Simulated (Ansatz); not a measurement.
# MnS, space group Pm-3m: a check of PAW against all-electron LAPW

Computed with Ansatz 0.2.0 through its Python package.

The cells in order, each with its output:

**Cell 1**
```python
import ansatz as az
import numpy as np
from tabulate import tabulate
```

**Cell 2**
```python
SCF_TOL = 1e-06
EXTRA_BANDS = 4
KGRID = (7, 7, 7)
XC = 'pbesol'
SMEARING = 'fermi_dirac'
SIGMA = 0.3
```

**Cell 3**
```python
def count_gap(report):
    # lowest empty less highest filled band, counting bands; zero where they overlap
    return max(report.get('gap_by_band_count_ev') or 0.0, 0.0)
```

**Cell 4**
```python
lattice = az.Lattice.of(
    (3.09904, 0.0, 0.0),
    (0.0, 3.09904, 0.0),
    (0.0, 0.0, 3.09904),
)
sites = [
    ('Mn', (0.5, 0.5, 0.5)),
    ('S', (0.0, 0.0, 0.0)),
]
system = az.Crystal(lattice=lattice)
for symbol, position in sites:
    system = system.atom(symbol, position)
system = system.moments(Mn=2.8)
```

**Cell 5**
```python
system.resolved().sites[-1]
```
Output:
```text
Site(symbol='S', position=(0.0, 0.0, 0.0), moment=None, axis=None, held=None, saved=None)
```

**Cell 6**
```python
model = (
    system.calculation()
    .scf(tolerance=SCF_TOL, extra_bands=EXTRA_BANDS)
    .kpoints(*KGRID, center='gamma')
    .spin(az.SpinTreatment.COLLINEAR)
    .functional(XC)
    .occupations(SMEARING, width=SIGMA)
    .stress()
    .forces()
    .band_table()
)
variants = {
    'PAW': model.pseudopotentials('paw'),
    'LAPW': model.pseudopotentials('all_electron', lapw=True),
}
rows = []
for label, variant in variants.items():
    data = variant.run(threads=1, backend='cpu').report
    levels = np.array(data['eigenvalues_ev'][0]) - data['fermi_energy_ev']
    print(label, 'levels at the first k-point near E_F:', np.round(levels[np.abs(levels) < 5], 3))
    rows.append((label, data['n_electrons'], np.trace(data['stress_gpa']) / 3, count_gap(data), data['magnetization_mub']))
print(tabulate(rows, headers=['treatment', 'electrons in bands', 'P GPa', 'gap by band count eV', 'moment muB'], floatfmt='.4f', tablefmt='pipe'))
```
Output:
```text
DeckWarning: basis.ecutwfc = 420 eV, auto-derived from the records' recommended cutoffs: set by Mn (normal level)
DeckWarning: the band count 15 (scf.n_extra_bands) hosts the net moment |M| = 2.8000 μB (N_el = 21) but caps the reachable moment at 2·n_bands − N_el = 9.0000 μB, below the 16 bands that the [...]
DeckWarning: scf.convergence.dr2_threshold = 1e-6 eV is looser than this run's default, which is 1e-7 eV or tighter. The error in the forces grows as the threshold's square root, so leave the key out unless less accurate forces are enough
DeckWarning: output.stress: scf.convergence.dr2_threshold = 1e-6 eV is looser than the 2e-10 eV advised for a printed stress (1e-10 eV for each atom of the cell: 2). What an SCF threshold leaves in a [...]
PAW levels at the first k-point near E_F: [-3.436 -3.436 -1.902 -1.902 -1.902 -1.735 -1.735 -1.735  1.886]
DeckWarning: the band count 19 (scf.n_extra_bands) hosts the net moment |M| = 2.8000 μB (N_el = 29) but caps the reachable moment at 2·n_bands − N_el = 9.0000 μB, below the 20 bands that the [...]
DeckWarning: output.stress: scf.convergence.dr2_threshold = 1e-6 eV is looser than the 1e-7 eV advised for a printed stress on datasets or a basis made for the crystal, by an estimate of what a [...]
LAPW levels at the first k-point near E_F: [-3.436 -3.436 -1.905 -1.905 -1.905 -1.735 -1.735 -1.735  1.889]
| treatment   |   electrons in bands |    P GPa |   gap by band count eV |   moment muB |
|:------------|---------------------:|---------:|-----------------------:|-------------:|
| PAW         |              21.0000 | -10.1612 |                 0.0000 |       3.4575 |
| LAPW        |              29.0000 | -10.1007 |                 0.0000 |       3.4587 |
```

PAW gives -10.161 GPa and LAPW -10.101 GPa, 0.06 GPa apart. They took 1.5 and 8.9 s of processor time.

What to keep in mind:
- These settings explore the input space; cutoff and mesh may be short of convergence.
- Other magnetic orders than the one started from may lie lower.
- The computed bands are complete only to about 2.5 eV above the Fermi level.
- For a metal this k-point mesh is coarse: on a finer one energies can move by several to tens of meV an atom and pressures by half a GPa or more, differences at one mesh by less.
- A Fermi-Dirac width this large means warm electrons, whose thermal share enters the free energy.
- A gap by band count of zero or less means overlapping bands, a metal.
- With one magnetic atom the cell can hold only ferromagnetic order.
- Without a Hubbard U or exact exchange, semilocal functionals often make such 3d compounds metallic or too weakly gapped.
- At these settings the cell as given stands under about -10 GPa, so it isn't at this functional's equilibrium volume.
- This cell is a computed structure, which may not be the phase found in nature.
- Levels are Kohn-Sham eigenvalues on this mesh.
- Warnings are shown shortened and without file and line.
- Pressure is positive in compression; the treatments may keep other shells as core, so totals and counts of electrons can differ.
- The whole script took 12 s on 1 thread of Intel(R) Xeon(R) Platinum 8488C (Sapphire Rapids), on a shared host, peak memory 0.52 GiB.
